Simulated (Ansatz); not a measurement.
# CHGeSi+ (quintet): from Hartree-Fock to the top rungs, cc-pVDZ

An exercise on one series of results from a longer session: the logs are not shown, and one member is left open.

The runs use Ansatz 0.2.0, Gaussian basis; cc-pVDZ, core rule «outside noble gas», up to 20 orbitals frozen.

Plan: UHF; CCSD(T) on ROHF; CCSD(T) on UHF; BCCD(T) on ROHF; CISD; CCSDT(Q) on ROHF; CCSDT(Q) on UHF.

22 further runs of the same task are left out: 10 that didn't finish, 12 set aside as unsound or not needed.

## What is computed

The geometry is a PBE0/def2-TZVP stationary point (not a proven minimum) of the parent state, kept for this charge and spin. No spin-orbit coupling is included. The filled d shell of Ge may be among the frozen orbitals whatever the setting's name suggests; the logs give the count.

4 atoms, charge 1, spin multiplicity 5.

Atoms are counted from 1 here; the program's logs count them from 0.

Bond lengths: C1–Si2 1.776 Å, C1–Ge3 2.080 Å, Si2–Ge3 2.328 Å, Si2–H4 1.496 Å. Angles: Si2–C1–Ge3 73.8°, C1–Si2–Ge3 59.1°, C1–Si2–H4 123.7°, Ge3–Si2–H4 177.2°, C1–Ge3–Si2 47.1°.

As a file:

```
C     0.00000   -1.29504    0.78337
Si    0.00000    0.30767    1.54778
Ge    0.00000    0.08795   -0.76999
H     0.00000    0.52028    3.02889
```

Set-up of the first run:

Input file in.yaml:

```yaml
crystal:
  periodic: [false, false, false]
  atoms:
    - {symbol: C, position_ang: [0.000000, -1.295042, 0.783371]}
    - {symbol: Si, position_ang: [0.000000, 0.307666, 1.547779]}
    - {symbol: Ge, position_ang: [0.000000, 0.087954, -0.769988]}
    - {symbol: H, position_ang: [0.000000, 0.520279, 3.028890]}
basis:
  gaussian: {orbitals: cc-pVDZ}
total_charge: 1
magnetization: {spin_polarized: true, initial_magnetization: 4}
hamiltonian: {xc: hf}
output: {orbitals: {seedname: orbitals}}
```

Command:

```sh
$ ansatz run in.yaml --threads 1 --pin off --events-out ev --progress --plain --max-ram 2393MiB
```

Steps of the session up to this table: UHF; CCSD(T) on ROHF; CCSD(T) on UHF; BCCD(T) on ROHF; CISD; CCSDT(Q) on ROHF; CCSDT(Q) on UHF.

One of the session's tables, all rows but one given; the rest of the session is left out.

```
   method  from RCCSDT(Q) (kJ/mol)
     ROHF                   +713.9
      UHF                   +678.7
     RMP2                   +155.9
     UMP2                   +158.5
    RCCSD                    +41.0
    UCCSD                    +39.5
 RCCSD(T)                     +9.3
 UCCSD(T)                        ?
  BCCD(T)                     +8.9
   RCCSDT                     +3.0
   UCCSDT                     +2.1
RCCSDT(Q)                        0
UCCSDT(Q)                     -0.9
```

Q: Estimate the row for UCCSD(T) from the others.

**Answer.** from RCCSDT(Q) (kJ/mol): +8.7. In the column «from RCCSDT(Q) (kJ/mol)» it lies between RCCSDT (+3.0) and BCCD(T) (+8.9).

Not comparable, so not listed: CISD (they don't share determinant, frozen orbitals or solution with the rows shown, or repeat one).

Caveats from the session: Restricted and unrestricted rows rest on different reference determinants; where their highest levels disagree by more than a few hundredths of an eV, they describe different states and don't form one ladder.
